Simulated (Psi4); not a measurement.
# A workflow on C2H7Ga (SMILES C[CH2][GaH2]), part 2 of 3

Psi4 1.11. The steps go on from the part before.

## Step 3: A structure relaxation at PBE0-D4/def2-TZVP (density fitting) (run 2)

File job.py:

```python
import psi4

psi4.set_memory(4400000000)
psi4.set_num_threads(2)
psi4.core.set_output_file('c2h7ga.out', False)

m = psi4.geometry("""
0 1
C     -1.051001     0.445254    -0.620878
C     -0.114331    -0.688416    -0.165764
Ga     1.362695    -0.002356     0.984297
H     -1.875533     0.066344    -1.263139
H     -0.517948     1.219453    -1.213071
H     -1.530014     0.964044     0.236294
H     -0.684691    -1.455577     0.399213
H      0.329976    -1.196503    -1.047991
H      1.210719     0.037692     2.565211
H      2.690706     0.578594     0.333015
units angstrom
symmetry c1
""")

psi4.set_options({
    'basis': 'def2-TZVP',
    'scf_type': 'df',
    'geom_maxiter': 50,
    'max_force_g_convergence': 0.0002,
})

e, wfn = psi4.optimize('pbe0-d4', return_wfn=True)
print('E =', round(e, 9))
print(m.to_string(dtype='xyz', units='Angstrom'))
```

On the command line:

```
$ python job.py
```

c2h7ga.out:

```text
gradient() will perform analytic gradient computation.

   => Loading Basis Set <=

    Name: DEF2-TZVP
    Role: ORBITAL
    Keyword: BASIS

   => PBE0-D4(BJ,EEQ)ATM: Empirical Dispersion <=

        a1 =       0.400856
        a2 =       5.029288
       alp =      16.000000
        s6 =       1.000000
        s8 =       1.200655
        s9 =       1.000000
        ga =       3.000000
        gc =       2.000000
        wf =       6.000000

         ---------------------------------------------------------
                                   SCF
                              RKS Reference
                        2 Threads,   4196 MiB Core
         ---------------------------------------------------------

  ==> Geometry <==

    Molecular point group: c1
    Full point group: C1

    Geometry (in Angstrom), charge = 0, multiplicity = 1:

       Center              X                  Y                   Z               Mass
    ------------   -----------------  -----------------  -----------------  -----------------
         C           -1.846765548133     0.473905737697    -1.205124189897    12.000000000000
         C           -0.910095548133    -0.659764262303    -0.750010189897    12.000000000000
         GA           0.566930451867     0.026295737697     0.400050810103    68.925573500000
[... 6 lines of this table left out ...]
         H            1.894941451867     0.607245737697    -0.251231189897     1.007825032230

  Running in c1 symmetry.

  Rotational constants: A =      0.79005  B =      0.11843  C =      0.11256 [cm^-1]
  Rotational constants: A =  23685.05532  B =   3550.33193  C =   3374.37551 [MHz]
  Nuclear repulsion =  172.357031408594821

  Charge       = 0
  Multiplicity = 1
  Electrons    = 50
  Nalpha       = 25
  Nbeta        = 25

  ==> Algorithm <==

  SCF Algorithm Type is DF.
  DIIS enabled.
  MOM disabled.
  Fractional occupation disabled.
  Guess Type is SAD.
  Energy threshold   = 1.00e-08
  Density threshold  = 1.00e-08
  Integral threshold = 1.00e-12

  ==> Primary Basis <==

  Basis Set: DEF2-TZVP
    Blend: DEF2-TZVP
    Number of shells: 66
    Number of basis functions: 152
    Number of Cartesian functions: 169
    Spherical Harmonics?: true
    Max angular momentum: 3

  ==> DFT Potential <==

   => LibXC <=

    Version 7.1.2

   => Composite Functional: PBE0-D4BJEEQATM <=

    PBE0-d4bjeeqatm Hyb-GGA Exchange-Correlation Functional

    Deriv               =              1
    GGA                 =           TRUE
    Meta                =          FALSE

    Exchange Hybrid     =           TRUE
    MP2 Hybrid          =          FALSE

   => Exchange Functionals <=

    0.7500   Perdew, Burke & Ernzerhof

   => Exact (HF) Exchange <=

    0.2500               HF

   => Correlation Functionals <=

    1.0000   Perdew, Burke & Ernzerhof

   => LibXC Density Thresholds  <==

    XC_HYB_GGA_XC_PBEH:  1.00E-15

   => Molecular Quadrature <=

    Radial Scheme          =       TREUTLER
    Pruning Scheme         =           NONE
    Nuclear Scheme         =       TREUTLER

    Blocking Scheme        =         OCTREE
    BS radius alpha        =              1
    Pruning alpha          =              1
    Radial Points          =             75
    Spherical Points       =            302
    Total Points           =         216226
    Total Blocks           =           1650
    Max Points             =            256
    Max Functions          =            149
    Weights Tolerance      =       1.00E-15

   => Loading Basis Set <=

    Name: (DEF2-TZVP AUX)
    Role: JKFIT
    Keyword: DF_BASIS_SCF

  ==> Integral Setup <==

  DFHelper Memory: AOs need 0.100 GiB; user supplied 2.319 GiB.
  SCF_SUBTYPE=INCORE selected. In-core MEM_DF algorithm will be used.
  Using in-core AOs.

  ==> MemDFJK: Density-Fitted J/K Matrices <==

    J tasked:                   Yes
    K tasked:                   Yes
    wK tasked:                   No
    Memory [MiB]:              2374
    Algorithm:                 Core
    Schwarz Cutoff:           1E-12
    Mask sparsity (%):       1.5582
    Fitting Condition:        1E-10

   => Auxiliary Basis Set <=

  Basis Set: (DEF2-TZVP AUX)
    Blend: DEF2-UNIVERSAL-JKFIT
    Number of shells: 152
    Number of basis functions: 542
    Number of Cartesian functions: 689
    Spherical Harmonics?: true
    Max angular momentum: 5

  Cached 100.0% of DFT collocation blocks in 0.754 [GiB].

  Minimum eigenvalue in the overlap matrix is 4.9836043132E-04.
  Reciprocal condition number of the overlap matrix is 6.1260055315E-05.
    Using symmetric orthogonalization.

  ==> Pre-Iterations <==

  SCF Guess: Superposition of Atomic Densities via on-the-fly atomic UHF (no occupation information).

   -------------------------
    Irrep   Nso     Nmo
   -------------------------
     A        152     152
   -------------------------
    Total     152     152
   -------------------------

  ==> Iterations <==

                           Total Energy        Delta E     RMS |[F,P]|

   @DF-RKS iter SAD: -2001.22209047215233   -2.00122e+03   0.00000e+00
[... 7 lines left out ...]
   @DF-RKS iter   8: -2004.92755310972939   -4.39887e-05   1.09267e-05 DIIS
[... 39 lines left out ...]
  @DF-RKS Final Energy: -2004.92755431832279
[... 24 lines left out ...]
 Dipole X            :          9.0549347           -9.2850926           -0.2301580
[... 213 lines left out ...]
    Weights Tolerance      =       1.00E-15
[... 64 lines left out ...]
   @DF-RKS iter   6: -2004.92857252757494   -2.58910e-09   1.63105e-07 DIIS
[... 21 lines left out ...]
    Two-Electron Energy =                1025.0639851995201752
[... 63 lines left out ...]
    Weights Tolerance      =       1.00E-15
[... 166 lines left out ...]
   @DF-RKS iter   1: -2004.91968814910069   -2.87650e-03   1.28407e-04 DIIS/ADIIS
[... 7 lines left out ...]
   @DF-RKS iter   9: -2004.92001860426171   -3.13776e-11   2.07100e-08 DIIS
[... 21 lines left out ...]
    DFT Exchange-Correlation Energy =     -66.6272173346527410
[... 110 lines left out ...]
	                                 ==> Convergence Check <==
[... 119 lines left out ...]
   @DF-RKS iter   2: -2004.92531940921049   -9.30841e-06   5.14305e-05 DIIS
[... 7 lines left out ...]
  Energy and wave function converged.
[... 21 lines left out ...]
    VV10 Nonlocal Energy =                  0.0000000000000000
[... 115 lines left out ...]
	   Step    Total Energy     Delta E     Max Force     RMS Force      Max Disp      RMS Disp
[... 108 lines left out ...]
   @DF-RKS iter   4: -2004.92854178150947   -1.96937e-06   4.43923e-06 DIIS
[... 18 lines left out ...]
  @DF-RKS Final Energy: -2004.92854198139844
[... 24 lines left out ...]
 Dipole X            :          9.0089105           -9.2340435           -0.2251330
[... 171 lines left out ...]
    Weights Tolerance      =       1.00E-15
[... 38 lines left out ...]
   @DF-RKS iter   6: -2004.92865648946622   -9.58607e-10   6.53732e-08 DIIS
[... 21 lines left out ...]
    Two-Electron Energy =                1025.0518745441097508
[... 63 lines left out ...]
    Weights Tolerance      =       1.00E-15
[... 166 lines left out ...]
   @DF-RKS iter   1: -2004.92866998763088   -1.30790e-03   2.08650e-05 DIIS
[... 7 lines left out ...]
  Energy and wave function converged.
[... 21 lines left out ...]
    VV10 Nonlocal Energy =                  0.0000000000000000
[... 115 lines left out ...]
	   Step    Total Energy     Delta E     Max Force     RMS Force      Max Disp      RMS Disp
[... 108 lines left out ...]
   @DF-RKS iter   4: -2004.92901389881013   -1.90884e-05   8.70801e-06 DIIS
[... 13 lines left out ...]
    Final Occupation by Irrep:
[... 15 lines left out ...]
    Total Energy =                      -2004.9290152534524623
[... 133 lines left out ...]
    Weights Tolerance      =       1.00E-15
[... 38 lines left out ...]
   @DF-RKS iter   6: -2004.92977713911046   -1.83491e-10   3.81404e-08 DIIS
[... 21 lines left out ...]
    Two-Electron Energy =                1024.4976312630919892
[... 63 lines left out ...]
    Weights Tolerance      =       1.00E-15
[... 160 lines left out ...]
   @DF-RKS iter   1: -2004.92984422752011   -2.69910e-03   3.07928e-05 DIIS
[... 7 lines left out ...]
   @DF-RKS iter   9: -2004.92987522200065    4.54747e-13   3.75254e-09 DIIS
[... 21 lines left out ...]
    Empirical Dispersion Energy =          -0.0050132790847438
[... 111 lines left out ...]
	Measures of convergence in internal coordinates in au.
[... 112 lines left out ...]
   @DF-RKS iter   3: -2004.92990053484459   -4.08945e-07   4.29394e-06 DIIS
[... 18 lines left out ...]
  @DF-RKS Final Energy: -2004.92990077326431
[... 24 lines left out ...]
 Dipole X            :          8.7153602           -8.9608154           -0.2454552
[... 171 lines left out ...]
    Weights Tolerance      =       1.00E-15
[... 38 lines left out ...]
   @DF-RKS iter   6: -2004.92991398499043   -2.56023e-10   5.41786e-08 DIIS
[... 21 lines left out ...]
    Two-Electron Energy =                1024.2874521308481235
[... 63 lines left out ...]
    Weights Tolerance      =       1.00E-15
[... 160 lines left out ...]
   @DF-RKS iter   1: -2004.92991640235755   -2.19193e-04   9.62525e-06 DIIS
[... 7 lines left out ...]
  Energy and wave function converged.
[... 18 lines left out ...]
    Virtual:

      26A     -0.050681    27A      0.033264    28A      0.063512
      29A      0.071962    30A      0.095191    31A      0.106787
      32A      0.123728    33A      0.133047    34A      0.143806
[... 38 lines of this table left out ...]
     149A      4.799466   150A      5.578692   151A     22.357648
     152A     22.414854

    Final Occupation by Irrep:
              A
    DOCC [    25 ]
    NA   [    25 ]
    NB   [    25 ]

  @DF-RKS Final Energy: -2004.92991966770273

   => Energetics <=

    Nuclear Repulsion Energy =            173.1028531673158568
    One-Electron Energy =               -3135.7232775939082785
    Two-Electron Energy =                1024.2998168187434658
    DFT Exchange-Correlation Energy =     -66.6042997821630820
    Empirical Dispersion Energy =          -0.0050122776907729
    VV10 Nonlocal Energy =                  0.0000000000000000
    Total Energy =                      -2004.9299196677027339

Computation Completed

Properties will be evaluated at   0.000000,   0.000000,   0.000000 [a0]

Properties computed using the SCF density matrix

 Multipole Moments:

 ------------------------------------------------------------------------------------
     Multipole            Electronic (a.u.)      Nuclear  (a.u.)        Total (a.u.)
 ------------------------------------------------------------------------------------

 L = 1.  Multiply by 2.5417464519 to convert [e a0] to [Debye]
 Dipole X            :          8.7148741           -8.9557194           -0.2408453
 Dipole Y            :         -0.1499518            0.0333741           -0.1165777
 Dipole Z            :          6.8373919           -6.9878408           -0.1504489
 Magnitude           :                                                    0.3069718

 ------------------------------------------------------------------------------------

	total time  =          5 seconds =       0.08 minutes

         ------------------------------------------------------------
                                   SCF GRAD
         ------------------------------------------------------------

  ==> Geometry <==

    Molecular point group: c1
    Full point group: C1

    Geometry (in Angstrom), charge = 0, multiplicity = 1:

       Center              X                  Y                   Z               Mass
    ------------   -----------------  -----------------  -----------------  -----------------
         C           -1.707880261857     0.439179182023    -1.465562383337    12.000000000000
         C           -1.012406748078    -0.601568324383    -0.597070669816    12.000000000000
         GA           0.556491047976     0.025181426800     0.424745904060    68.925573500000
[... 6 lines of this table left out ...]
         H            1.059761444500     1.513707850645     0.302292584850     1.007825032230

  Nuclear repulsion =  173.102853167315857

   => Molecular Quadrature <=

    Radial Scheme          =       TREUTLER
    Pruning Scheme         =           NONE
    Nuclear Scheme         =       TREUTLER

    Blocking Scheme        =         OCTREE
    BS radius alpha        =              1
    Pruning alpha          =              1
    Radial Points          =             75
    Spherical Points       =            302
    Total Points           =         216049
    Total Blocks           =           1661
    Max Points             =            256
    Max Functions          =            149
    Weights Tolerance      =       1.00E-15

  -Total Gradient:
     Atom            X                  Y                   Z
    ------   -----------------  -----------------  -----------------
       1        0.000101928857    -0.000099979647    -0.000059678882
       2       -0.000217943759    -0.000085639384     0.000250108250
       3        0.000024638876     0.000083117844    -0.000091211765
[... 6 lines of this table left out ...]
      10        0.000036791205    -0.000043054301     0.000040709726

	total time  =          3 seconds =       0.05 minutes

    			-----------------------------------------

    			 OPTKING 3.0: for geometry optimizations

    			        with contributions from

    			-----------------------------------------

	                            ===> Fragment 1 <==

	 Z (Atomic Numbers)          Masses                          Geom
	       6.000000            12.000000         -3.22742595  0.82992837 -2.76951152
	       6.000000            12.000000         -1.91317148 -1.13679938 -1.12830004
	      31.000000            68.925573          1.05161567  0.04758600  0.80265343
[... 6 lines of this table left out ...]
	       1.000000             1.007825          2.00265889  2.86049327  0.57125020

	 - Coordinate -           - BOHR/RAD -       - ANG/DEG -
	 R(1,2)           =         2.879038           1.523521
	 R(1,4)           =         2.068390           1.094545
	 R(1,5)           =         2.065513           1.093022
[... 35 lines of this table left out ...]
	 D(8,2,3,10)      =         2.137269         122.456488

	        --- Internal Coordinate Step in ANG or DEG, aJ/ANG or AJ/DEG ---
	-------------------------------------------------------------------------------
	           Coordinate      Previous         Force          Change          New
	           ----------      --------        ------          ------        ------
	               R(1,2)       1.52352       -0.00024       -0.00002       1.52350
	               R(1,4)       1.09454       -0.00034       -0.00005       1.09450
	               R(1,5)       1.09302        0.00008        0.00002       1.09304
[... 35 lines of this table left out ...]
	          D(8,2,3,10)     122.45649        0.00000        1.41349     123.86998
	-------------------------------------------------------------------------------

	                                 ==> Convergence Check <==

	Measures of convergence in internal coordinates in au.

	Criteria marked as inactive (o), active & met (*), and active & unmet ( ).

	----------------------------------------------------------------------------------------------
	   Step    Total Energy     Delta E     Max Force     RMS Force      Max Disp      RMS Disp
	----------------------------------------------------------------------------------------------
	  Convergence Criteria              o    2.00e-04 *             o             o             o
	----------------------------------------------------------------------------------------------
	    15   -2004.92991967   -5.68e-06 o    1.76e-04 *    7.17e-05 o    2.49e-02 o    8.98e-03 o  ~
	----------------------------------------------------------------------------------------------

Next Geometry in Ang
	Fragment 1 (Ang)

	    C  -1.7046193803   0.4387678569  -1.4675778145
	    C  -1.0132138889  -0.6027726297  -0.5968233746
	   Ga   0.5554970157   0.0242435149   0.4252604387
[... 6 lines of this table left out ...]
	    H   1.0408971555   1.5200424439   0.3173516719

    Final optimized geometry and variables:
    Molecular point group: c1
    Full point group: C1

    Geometry (in Angstrom), charge = 0, multiplicity = 1:

    C           -1.707880261857     0.439179182023    -1.465562383337
    C           -1.012406748078    -0.601568324383    -0.597070669816
    GA           0.556491047976     0.025181426800     0.424745904060
[... 6 lines of this table left out ...]
    H            1.059761444500     1.513707850645     0.302292584850

[set-up sections that repeat, and orbital energies of the middle runs, are left out above]
```

It took 2.4 min on 2 threads of Intel Xeon Platinum 8375C at 2.90GHz (Ice Lake), shared host; peak memory 1.3 GiB.

Step by step:

```
step  energy from the first frame kept (eV)  largest force (eV/Å)
   0                                 0.0000                0.5504
   1                                -0.0277                0.1414
   2                                 0.2051                1.5222
   3                                 0.0600                1.0015
   4                                -0.0269                0.1880
   5                                -0.0300                0.0198
   6                                -0.0308                0.0225
   7                                -0.0398                0.1148
   8                                -0.0532                0.0606
   9                                -0.0575                0.1442
  10                                -0.0605                0.1032
  11                                -0.0632                0.0630
  12                                -0.0639                0.0407
  13                                -0.0642                0.0274
  14                                -0.0644                0.0176
```

After the run. Bond lengths: C1–C2 1.524 Å, C2–Ga3 1.974 Å, C1–H4 1.095 Å, C1–H5 1.093 Å, C1–H6 1.093 Å, C2–H7 1.097 Å, C2–H8 1.097 Å, Ga3–H9 1.576 Å, Ga3–H10 1.576 Å. Some angles: C1–C2–Ga3 116.2°, C1–C2–H7 111.0°, C1–C2–H8 110.7°, Ga3–C2–H7 107.0°, Ga3–C2–H8 106.6°, C2–C1–H4 112.0°, C2–C1–H5 111.6°, C2–C1–H6 111.7°, C2–Ga3–H9 120.1°, C2–Ga3–H10 120.9°.

Runs 3 to 9 aren't shown in full; the table further down has their settings and results.

## Step 4: A single-point energy at MP2/def2-QZVPP (density fitting, density fitting for correlation) (run 10)

File c2h7ga.xyz:

```xyz
10
C2H7Ga
C     -0.912116     0.410527    -0.881316
C     -0.216642    -0.630220    -0.012824
Ga     1.352256    -0.003470     1.008992
H     -1.765555    -0.010738    -1.421876
H     -0.232399     0.832524    -1.626033
H     -1.287667     1.247736    -0.287213
H     -0.914950    -1.069712     0.709361
H      0.124165    -1.478180    -0.620031
H      2.122569    -0.995877     1.959846
H      1.855526     1.485056     0.886539
```

File calc.py:

```python
import psi4

psi4.set_memory('4400 MB')
psi4.set_num_threads(2)
psi4.core.set_output_file('c2h7ga.out', False)

with open('c2h7ga.xyz') as f:
    atoms = ''.join(f.readlines()[2:])
m = psi4.geometry('0 1\n' + atoms + 'symmetry c1')

psi4.set_options(dict(basis='def2-QZVPP', scf_type='df', num_frozen_docc=11))

energy_value = psi4.energy('mp2', molecule=m)
print(f'mp2 energy: {energy_value:.10f} Eh')
for k, v in sorted(psi4.core.scalar_variables().items()):
    print(f'{k:45s} {v:18.10f}')
```

On the command line:

```
$ python calc.py
```

c2h7ga.out, shortened:

```text
[...]
  Running in c1 symmetry.
[...]
  Nuclear repulsion =  173.102847526207313
[...]
  Multiplicity = 1
[...]
  Nalpha       = 25
  Nbeta        = 25
[...]
    Number of basis functions: 413
[...]
   @DF-RHF iter   1: -2001.20130942249625   -2.60080e+00   8.39205e-03 DIIS/ADIIS
[...]
   @DF-RHF iter  12: -2003.11017427263187   -3.18323e-11   2.09129e-09 DIIS
[...]
  @DF-RHF Final Energy: -2003.11017427263187
   => Energetics <=
    Nuclear Repulsion Energy =            173.1028475262073130
    One-Electron Energy =               -3136.7397116210822787
    Two-Electron Energy =                 960.5266898222430427
    Total Energy =                      -2003.1101742726318662
[...]
```

Standard output:

```text
mp2 energy: -2003.9750523782 Eh
CURRENT CORRELATION ENERGY                         -0.8648781056
CURRENT ENERGY                                  -2003.9750523782
CURRENT REFERENCE ENERGY                        -2003.1101742726
CUSTOM SCS-MP2 CORRELATION ENERGY                  -0.8301177263
CUSTOM SCS-MP2 TOTAL ENERGY                     -2003.9402919989
DD SOLVATION ENERGY                                 0.0000000000
HF KINETIC ENERGY                                2003.0996257418
HF POTENTIAL ENERGY                             -4006.2098000144
HF TOTAL ENERGY                                 -2003.1101742726
HF VIRIAL RATIO                                     2.0000052661
MP2 CORRELATION ENERGY                             -0.8648781056
MP2 DOUBLES ENERGY                                 -0.8648781056
MP2 OPPOSITE-SPIN CORRELATION ENERGY               -0.6251827205
MP2 SAME-SPIN CORRELATION ENERGY                   -0.2396953850
MP2 SINGLES ENERGY                                 -0.0000000000
MP2 TOTAL ENERGY                                -2003.9750523782
NUCLEAR REPULSION ENERGY                          173.1028475262
ONE-ELECTRON ENERGY                             -3136.7397116211
PCM POLARIZATION ENERGY                             0.0000000000
PE ENERGY                                           0.0000000000
SCF ITERATION ENERGY                            -2003.1101742726
SCF ITERATIONS                                     12.0000000000
SCF TOTAL ENERGY                                -2003.1101742726
SCS-MP2 CORRELATION ENERGY                         -0.8301177263
SCS-MP2 TOTAL ENERGY                            -2003.9402919989
TWO-ELECTRON ENERGY                               960.5266898222
```

Wall time 14 s (2 threads of Intel Xeon Platinum 8375C at 2.90GHz (Ice Lake), shared host); peak memory 1.7 GiB.

(Continued in part 3 of 3.)
